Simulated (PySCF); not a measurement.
# C₄H₃F₃O₂: electronic excitations

Wanted: the electronic excitations of C₄H₃F₃O₂ (`O=C1CO[C@@H]1C(F)(F)F`), by calculation.

Programs: PySCF 2.14.0, with density-fitted response routines of our own. Each step states its level of theory. These are calculated values for one molecule in the gas phase, unless marked as measured. Atoms count from 0, in the outputs and in this text.

**1. The molecule as given**

12 atoms, charge 0, multiplicity 1; geometry from: GFN2-xTB.

Bonds of the start (Å): O0–C1 1.19, C1–C2 1.51, C2–O3 1.44, O3–C4 1.42, C4–C5 1.53, C5–F6 1.34, C5–F7 1.33, C5–F8 1.34, C4–C1 1.53, C2–H9 1.09, C2–H10 1.09, C4–H11 1.10.

**2. TDDFT and polarisability: CAM-B3LYP/def2-SVPD**

The job: settings as JSON, then the geometry in Å.

```
{"job": {"kind": "uv", "xc": "CAM-B3LYP", "basis": "def2-SVPD", "nstates": 8, "ntriplets": 3}, "charge": 0, "multiplicity": 1}
O      0.672968     0.856291     1.976122
C      0.704227     0.316314     0.921476
C      1.634249     0.223658    -0.262685
O      0.737553    -0.699091    -0.898973
C     -0.221391    -0.632336     0.149556
C     -1.542036    -0.002950    -0.301411
F     -1.353934     1.187548    -0.878567
F     -2.190786    -0.768793    -1.181406
F     -2.363616     0.183714     0.736946
H      2.615921    -0.214230    -0.066871
H      1.746495     1.152156    -0.829538
H     -0.438453    -1.602966     0.609323
```

Level: TDDFT CAM-B3LYP/def2-SVPD, vertical, gas phase, core orbitals frozen in the response.

Predict these results of the whole session: lowest singlet (CAM-B3LYP/def2-SVPD); brightest single state of those computed; lowest triplet.

**Answer**, as computed:

| quantity | value |
| --- | --- |
| lowest singlet (CAM-B3LYP/def2-SVPD) | 4.39 eV (282 nm), f = 0.000 |
| brightest single state of those computed | state 6, 8.02 eV, f = 0.044 |
| lowest triplet | 3.83 eV |

In words: The lowest singlet, at 4.39 eV, is HOMO→LUMO 0.97 and is dark; of the 8 states computed, the strongest absorption comes from state 6 at 8.02 eV. The lowest triplet lies 0.56 eV below the lowest singlet (triplets in Tamm-Dancoff, singlets in full TDDFT).
